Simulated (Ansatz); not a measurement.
# CF₃GeN: small, medium and large basis sets

An exercise on one series of results from a longer session: the logs are not shown, and one member is left open.

Computed with Ansatz 0.2.0, Gaussian basis. Level: one geometry, several basis sets.

Levels to be run: PBE0-D4/def2-SVP; ωB97M-V/def2-SVP; PBE0-D4/def2-QZVPP; ωB97M-V/def2-QZVPP; the functionals' def2-TZVPP values are taken from earlier runs.

### The relaxed structure

All runs share one geometry, relaxed beforehand with PBE0-D4 in a triple-zeta def2 set.

6 atoms, charge 0, spin multiplicity 1.

Atoms are counted from 1 here; the program's logs count them from 0.

Bond lengths: N1–C2 1.150 Å, C2–Ge3 1.891 Å, Ge3–F4 1.695 Å, Ge3–F5 1.695 Å, Ge3–F6 1.695 Å. Angles: N1–C2–Ge3 180.0°, C2–Ge3–F4 110.4°, C2–Ge3–F5 110.4°, C2–Ge3–F6 110.4°, F4–Ge3–F5 108.5°, F4–Ge3–F6 108.5°, F5–Ge3–F6 108.5°.

Set-up of the first run:

Input file in.yaml:

```yaml
crystal:
  periodic: [false, false, false]
  atoms:
    - {symbol: N, position_ang: [2.193470, -0.758660, 0.984262]}
    - {symbol: C, position_ang: [1.194033, -0.416713, 0.530831]}
    - {symbol: Ge, position_ang: [-0.450240, 0.145766, -0.215143]}
    - {symbol: F, position_ang: [-1.471954, -1.183167, -0.466178]}
    - {symbol: F, position_ang: [-0.193032, 0.914385, -1.703784]}
    - {symbol: F, position_ang: [-1.230278, 1.234388, 0.823812]}
basis:
  gaussian: {orbitals: def2-SVP}
hamiltonian: {xc: pbe0, dispersion: d4}
output: {orbitals: {seedname: orbitals}}
```

The run is started by

```sh
ansatz run in.yaml --threads 4 --pin off --events-out ev --progress --plain --max-ram 10444MiB
```

Steps of the session up to this table: PBE0-D4 in def2-SVP; ωB97M-V in def2-SVP; PBE0-D4 in def2-QZVPP; ωB97M-V in def2-QZVPP.

One of the session's tables, all rows but one given; the rest of the session is left out.

It belongs to the step «Density functionals: the series». 

| functional | basis | HOMO (eV) |
| --- | --- | --- |
| PBE0-D4 | def2-SVP | -11.30 |
| PBE0-D4 | def2-TZVPP | ? |
| PBE0-D4 | def2-QZVPP | -11.34 |
| ωB97M-V | def2-SVP | -13.62 |
| ωB97M-V | def2-TZVPP | -13.67 |
| ωB97M-V | def2-QZVPP | -13.70 |

**Question.** Estimate the row for PBE0-D4, def2-TZVPP.

As computed: HOMO (eV): -11.32. In the column «HOMO (eV)» it lies between PBE0-D4, def2-QZVPP (-11.34) and PBE0-D4, def2-SVP (-11.30).
